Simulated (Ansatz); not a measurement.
**NiAsRh: properties at the relaxed cell**

The task here is to estimate one member of a computed series from the others.

Method: DFT PBEsol, scalar-relativistic, plane waves, PAW, in Ansatz 0.2.0.

## The structure to begin with

It takes space group P4/nmm (No. 129, tetragonal). Conventional cell: a = 3.558 Å, b = 3.558 Å, c = 6.103 Å, α = 90.00°, β = 90.00°, γ = 90.00°. Ni (site symmetry -4m2) has 4 As at 2.35 Å and 4 Ni at 2.52 Å in its first shell of neighbours. As (site symmetry 4mm) has 4 Ni at 2.35 Å and 5 Rh at 2.36 to 2.60 Å in its first shell of neighbours. Rh (site symmetry 4mm) has 5 As at 2.36 to 2.60 Å in its first shell of neighbours.

As a file:

```
Ni As Rh
1.0
     3.55802    0.00000    0.00000
     0.00000    3.55802    0.00000
     0.00000    0.00000    6.10311
Ni As Rh
2 2 2
Direct
  0.00000 0.00000 0.00000
  0.50000 0.50000 0.00000
  0.00000 0.50000 0.25166
  0.50000 0.00000 0.74834
  0.00000 0.50000 0.63831
  0.50000 0.00000 0.36169
```

It is the result of an earlier relaxation at this level (volume 12.88 Å³/atom; gap on the mesh: none (metal)).

The first run:

The input, input.yaml:

```yaml
crystal:
  lattice:
    - [3.5220748174, 0.0, 0.0]
    - [0.0, 3.5220748174, 0.0]
    - [0.0, 0.0, 6.0414579665]
  atoms:
    - { symbol: Ni, position: [0.0, 0.0, 0.0] }
    - { symbol: Ni, position: [0.5, 0.5, 0.0] }
    - { symbol: As, position: [0.0, 0.5, 0.2516557143] }
    - { symbol: As, position: [0.5, 0.0, 0.7483442857] }
    - { symbol: Rh, position: [0.0, 0.5, 0.638307972] }
    - { symbol: Rh, position: [0.5, 0.0, 0.361692028] }
basis:
  ecutwfc: 420
kpoints:
  mp_grid: { grid: [10, 10, 6] }
hamiltonian:
  xc: pbesol
scf:
  occupations: { method: gaussian, width: 0.1 }
output:
  forces: true
  stress: true
  eigenvalues: true
relax:
  adjacent_minimum: "off"
  f_tol: 0.01
  max_steps: 30
  cell: { stress_tol: 0.1, fix: [volume] }
```

On the command line:

```console
> ansatz run input.yaml --threads 1 --pin off --max-ram 2560MiB --backend cpu --events-out ev --progress --plain --runs-dir out
```

Steps of the session up to this table: Volume × 0.97; Volume × 1.03; The cell scaled to 0.94 of its volume; Point at V/V0 = 1.06.

One of the session's tables, all rows but one given; the rest of the session is left out.

It belongs to the step «Equation of state». 

```
volume (Å³/atom)  energy above the lowest point (meV/atom)  pressure (GPa)
          12.104                                      35.3           15.60
          12.491                                         ?               ?
          12.877                                       0.0            0.00
          13.263                                       7.4           -5.92
          13.650                                      27.8          -10.84
```

Estimate the missing values for volume (Å³/atom) = 12.491.

Worked estimate for «energy above the lowest point (meV/atom)». A straight line through the neighbours (12.104, 35.3) and (12.877, 0.0) gives 35.3 + (0.0 − 35.3) × (12.491 − 12.104) / (12.877 − 12.104) = 17.6; a parabola fitted to 3 rows on both sides gives 9.3.

As computed: energy above the lowest point (meV/atom): 8.3; pressure (GPa): 7.09. In «energy above the lowest point (meV/atom)» the line misses by +9.3 and the parabola by +1.0.

To keep in mind: The final runs have no spin polarisation, so a magnetic state may lie lower.
